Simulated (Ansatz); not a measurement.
# TlIn4: the cost of one run

Program: Ansatz 0.2.0. Level of theory: DFT PBE, scalar-relativistic, plane waves, PAW. These are calculated values, not measurements.

1 further run of the same task is left out (it didn't finish).

### Step 1. The starting structure

The structure is cubic, space group Im-3m (No. 229). Conventional cell: a = 6.349 Å, b = 6.349 Å, c = 6.349 Å, α = 90.00°, β = 90.00°, γ = 90.00°. Around Tl (site symmetry m-3m) lie 8 In at 2.75 Å. Around In (site symmetry -3m) lie 2 Tl at 2.75 Å.

Structure file:

```
Tl In
1.0
    -3.17446    3.17446    3.17446
     3.17446   -3.17446    3.17446
     3.17446    3.17446   -3.17446
Tl In
1 4
Direct
  0.00000 0.00000 0.00000
  0.50000 0.50000 0.50000
  0.50000 0.00000 0.00000
  0.00000 0.00000 0.50000
  0.00000 0.50000 0.00000
```

Recipe of the guess: species swapped into a database cell of Hg4Pt (Im-3m, No. 229), with In on the Hg sites and Tl on the Pt sites. The dimensions are guesses.

### Step 2. A first look at the guess

Input file input.yaml:

```yaml
crystal:
  lattice:
    - [-3.17445788, 3.17445788, 3.17445788]
    - [3.17445788, -3.17445788, 3.17445788]
    - [3.17445788, 3.17445788, -3.17445788]
  atoms:
    - { symbol: Tl, position: [0.0, 0.0, 0.0] }
    - { symbol: In, position: [0.5, 0.5, 0.5] }
    - { symbol: In, position: [0.5, 0.0, 0.0] }
    - { symbol: In, position: [0.0, 0.0, 0.5] }
    - { symbol: In, position: [0.0, 0.5, 0.0] }
basis:
  ecutwfc: 420
kpoints:
  mp_grid: { grid: [4, 4, 4] }
hamiltonian:
  xc: pbe
scf:
  occupations: { method: gaussian, width: 0.1 }
  lower_state_search: "off"
output:
  forces: true
  stress: true
  eigenvalues: true
```

Launch:

```sh
> ansatz run input.yaml --threads 1 --pin off --max-ram 2048MiB --backend cpu --events-out ev --progress --plain --runs-dir out
```

What time and memory should one allow on 1 thread of Intel Xeon Platinum 8488C (Sapphire Rapids), shared host?

About 2.9 s, with a peak of 0.42 GiB.
